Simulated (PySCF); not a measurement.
# CuH4NOSi: the cost of one run

Computed with PySCF 2.14.0; each step states its level. No surroundings beyond the atoms listed, unless a continuum is named. Atoms count from 0, parts from 1.

## Step 1: The system as given

Each species was relaxed by itself at PBE0-D3(BJ)/def2-SVPD.

## Step 2: Reaction energy: wB97M-D3(BJ)/def2-TZVPD

The job: settings as JSON, then the geometry in Å.

```
{"job": {"kind": "react", "xc": "wB97M-D3(BJ)", "basis": "def2-TZVPD"}, "charge": 0, "multiplicity": 1}
-1 H5NOSi charge 0 multiplicity 1
N      0.556090     0.634470     0.941680
Si     0.013460    -0.581970    -0.150200
O     -0.574500    -0.040300    -1.626610
H      1.363280     1.217790     0.772840
H     -0.015420     0.976790     1.699970
H     -1.052660    -1.314990     0.592140
H      1.145690    -1.447980    -0.564400
H     -1.330870     0.550340    -1.617520

-1 CuHO charge 0 multiplicity 1
O     -0.285480    -0.494470     0.054450
Cu     1.132800     0.482170     0.532030
H     -0.848180     0.001280    -0.549600

+1 CuH4NOSi charge 0 multiplicity 1
N     -0.407630    -0.632220     0.476100
Si     0.294600     0.834320    -0.405490
O      1.604920     0.246160    -1.149660
Cu     1.252280    -1.536440    -0.426060
H     -0.426020    -0.568530     1.491260
H     -1.334270    -0.922380     0.172410
H      0.539280     1.845960     0.672000
H     -0.815340     1.310870    -1.291740

+1 H2O charge 0 multiplicity 1
O     -0.006630     0.389260    -0.007980
H     -0.759450    -0.207590     0.005850
H      0.766120    -0.181640     0.002110
```

Method: wB97M-D3(BJ)/def2-TZVPD reaction energy of separated species, gas phase.

Launch:

```sh
> OMP_NUM_THREADS=1 python cluster_run.py task.json out
```

This one command runs all jobs of the session in turn.

Q: Estimate the wall time and peak memory of this first job on 1 thread of Arm Neoverse N1, shared host.

About 55 s, with a peak of 0.79 GiB.
